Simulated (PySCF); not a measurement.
# C4H12Te: the cost of one run

Computed with PySCF 2.14.0 and routines of our own; the level stands in each step. Atoms count from 0.

## 1. The starting structure

17 atoms, charge 0, multiplicity 1; geometry from: GFN2-xTB.

## 2. Relaxing the molecule at PBE0-D3(BJ)/def2-SVP

What the job is given:

```
{"job": {"xc": "PBE0", "basis": "def2-SVP", "d3": "d3bj", "grid": 1, "maxiter": 30, "shake": 0.01, "kind": "geom"}, "charge": 0, "multiplicity": 1}
C     -0.726240    -1.076340    -1.205730
Te     0.254160     0.701940    -0.494330
C     -1.882380     1.373250     0.094990
C      2.176550    -0.610570    -0.638650
C      0.521340     0.447850     1.614420
H     -1.704830    -0.770240    -1.641500
H     -0.121270    -1.550150    -1.947510
H     -0.892620    -1.709320    -0.372850
H     -2.486810     1.545190    -0.755940
H     -2.357670     0.626210     0.736380
H     -1.848760     2.308690     0.669830
H      2.375170    -0.865850    -1.663660
H      1.994320    -1.534480    -0.092100
H      2.998740    -0.095200    -0.225820
H      0.011990     1.239190     2.154700
H      0.090870    -0.485040     1.914100
H      1.580920     0.466690     1.863850
```

On the command line:

```bash
$ OMP_NUM_THREADS=1 python heavy_run.py task.json out
```

This one command runs all jobs of the session in turn.

**Question.** How long does this first job take on 1 thread of Intel Xeon Platinum 8488C, shared host, and how much memory does it need?

About 52 s, with a peak of 0.59 GiB.
